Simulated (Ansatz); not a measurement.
# GeNH4 (quartet): from Hartree-Fock to the top rungs at distance Ge1–H5 along a hydrogen transfer = 1.534 Å, cc-pVDZ

One table from this session's results is given with a row withheld; the runs are named, their logs left out.

Computed with Ansatz 0.2.0, Gaussian basis. Level: cc-pVDZ, core rule «outside noble gas», up to 15 orbitals frozen.

Plan: UHF; CCSD(T) on ROHF; CCSD(T) on UHF; BCCD(T) on ROHF; CISD; CCSDT(Q) on ROHF; CCSDT(Q) on UHF; CASSCF and MRCISD+Q, 5 electrons in 5 orbitals; CASSCF and NEVPT2, 5 electrons in 5 orbitals.

10 further runs of the same task are left out: 1 for a mislabelled method, 7 that didn't finish, 2 set aside as unsound or not needed.

### The geometry

The geometry derives from fragments relaxed apart (PBE0/def2-TZVP) and kept rigid, so it is no stationary point. A hydrogen atom is moved between rigid fragments. No spin-orbit coupling is included. The filled d shell of Ge may be among the frozen orbitals whatever the setting's name suggests; the logs give the count.

6 atoms, charge 0, spin multiplicity 4.

Atoms are counted from 1 here; the program's logs count them from 0.

Bond lengths: Ge1–H2 1.534 Å, Ge1–H3 1.534 Å, Ge1–H4 1.534 Å, Ge1–H5 1.534 Å. Angles: H2–Ge1–H3 109.5°, H2–Ge1–H4 109.5°, H2–Ge1–H5 109.5°, H3–Ge1–H4 109.5°, H3–Ge1–H5 109.5°, H4–Ge1–H5 109.5°.

The first run:

File in.yaml:

```yaml
crystal:
  periodic: [false, false, false]
  atoms:
    - {symbol: Ge, position_ang: [-0.504021, 0.000000, 0.000000]}
    - {symbol: H, position_ang: [-1.015471, 1.446599, 0.000000]}
    - {symbol: H, position_ang: [-1.015471, -0.723300, 1.252792]}
    - {symbol: H, position_ang: [-1.015471, -0.723299, -1.252792]}
    - {symbol: H, position_ang: [1.030329, 0.000000, 0.000000]}
    - {symbol: N, position_ang: [2.758979, 0.000000, 0.000000]}
basis:
  gaussian: {orbitals: cc-pVDZ}
magnetization: {spin_polarized: true, initial_magnetization: 3}
hamiltonian: {xc: hf}
output: {orbitals: {seedname: orbitals}}
```

Started as:

```sh
$ ansatz run in.yaml --threads 1 --pin off --events-out ev --progress --plain --max-ram 2393MiB
```

Steps of the session up to this table: UHF; CCSD(T) on ROHF; CCSD(T) on UHF; BCCD(T) on ROHF; CISD; CCSDT(Q) on ROHF; CCSDT(Q) on UHF; CASSCF and MRCISD+Q, 5 electrons in 5 orbitals; CASSCF and NEVPT2, 5 electrons in 5 orbitals.

One of the session's tables, all rows but one given; the rest of the session is left out.

```
     method  from UCCSDT(Q) (meV)
       ROHF               +6626.0
        UHF               +6521.5
       RMP2               +1394.2
       UMP2               +1374.8
       CISD                     ?
      RCCSD                +126.0
      UCCSD                +123.8
   RCCSD(T)                 +27.2
   UCCSD(T)                 +25.3
    BCCD(T)                 +26.9
     RCCSDT                  +5.2
     UCCSDT                  +3.3
  RCCSDT(Q)                  +2.0
  UCCSDT(Q)                     0
CASSCF pair               +6232.4
NEVPT2 pair               +1376.6
```

**Question.** Estimate the row for CISD.

**Answer.** from UCCSDT(Q) (meV): +605.2. In the column «from UCCSDT(Q) (meV)» it lies between RCCSD (+126.0) and UMP2 (+1374.8).

Not comparable, so not listed: CASSCF and MRCISD+Q, 5 electrons in 5 orbitals (they don't share determinant, frozen orbitals or solution with the rows shown, or repeat one).

Limits of these values: Restricted and unrestricted rows rest on different reference determinants; where their highest levels disagree by more than a few hundredths of an eV, they describe different states and don't form one ladder. Warnings in the runs' records: passed over end.
